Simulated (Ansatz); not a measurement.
**AlGaNH (quintet): from Hartree-Fock to the top rungs, cc-pVDZ**

How much of the correlation energy of AlGaNH (quintet) does each wave-function method recover here?

Computed with Ansatz 0.2.0, Gaussian basis. Level: cc-pVDZ, core rule «outside noble gas», up to 20 orbitals frozen.

To be run: UHF; CCSD(T) on ROHF; CCSD(T) on UHF; BCCD(T) on ROHF; CISD as a restricted active space (open shells left free, so some higher excitations enter); CCSDT(Q) on ROHF; CCSDT(Q) on UHF.

29 further runs of the same task are left out: 1 for a known fault of the program, 15 that didn't finish, 13 set aside as unsound or not needed. Runs told in other sessions of the task aren't counted.

## Step 1: What is computed

The geometry is a PBE0/def2-TZVP stationary point (not a proven minimum) of the parent state, kept for this charge and spin. No spin-orbit coupling is included. The filled d shell of Ga may be among the frozen orbitals whatever the setting's name suggests.

4 atoms, charge 0, spin multiplicity 5.

Atoms are counted from 1 here; the program's logs count them from 0.

Bond lengths: Al1–Ga2 2.500 Å, Ga2–N3 1.751 Å, N3–H4 1.022 Å. Angles: Al1–Ga2–N3 166.9°, Ga2–N3–H4 114.7°.

## Step 2: UHF

in.yaml reads:

```yaml
crystal:
  periodic: [false, false, false]
  atoms:
    - {symbol: Al, position_ang: [0.000021, -0.136638, 2.881445]}
    - {symbol: Ga, position_ang: [0.000052, -0.021326, 0.384016]}
    - {symbol: N, position_ang: [0.000018, -0.338664, -1.338437]}
    - {symbol: H, position_ang: [-0.000090, 0.496627, -1.927023]}
basis:
  gaussian: {orbitals: cc-pVDZ}
magnetization: {spin_polarized: true, initial_magnetization: 4}
hamiltonian: {xc: hf}
output: {orbitals: {seedname: orbitals}}
```

Started as:

```console
ansatz run in.yaml --threads 1 --pin off --events-out ev --progress --plain --max-ram 2393MiB
```

Further steps of the session: CCSD(T) on ROHF; CCSD(T) on UHF; BCCD(T) on ROHF; CISD as a restricted active space (open shells left free, so some higher excitations enter); CCSDT(Q) on ROHF; CCSDT(Q) on UHF.

**Question.** What will the summary of the whole plan be? Wanted: UCCSDT(Q) from the RHF energy; RMP2 from UCCSDT(Q); UMP2 from UCCSDT(Q); RCCSD from UCCSDT(Q); RCCSD(T) from UCCSDT(Q); UCCSD(T) from UCCSDT(Q); RCCSDT(Q) from UCCSDT(Q); T1 diagnostic.

The runs gave:

| quantity | value |
| --- | --- |
| UCCSDT(Q) from the ROHF energy | -7.0427 eV |
| RMP2 from UCCSDT(Q) | +120.2 kJ/mol |
| UMP2 from UCCSDT(Q) | +119.8 kJ/mol |
| RCCSD from UCCSDT(Q) | +32.3 kJ/mol |
| RCCSD(T) from UCCSDT(Q) | +8.3 kJ/mol |
| UCCSD(T) from UCCSDT(Q) | +7.9 kJ/mol |
| RCCSDT(Q) from UCCSDT(Q) | +0.5 kJ/mol |
| levels within 1 kcal/mol (43 meV) | RCCSDT, UCCSDT, RCCSDT(Q) |
| T1 diagnostic | 0.044 |

RCCSD(T) misses by +8.3 kJ/mol, 1.2 % of the correlation energy. These misses are within one basis, not against nature; the frozen cores of restricted and unrestricted runs differ, which can shift their rows.
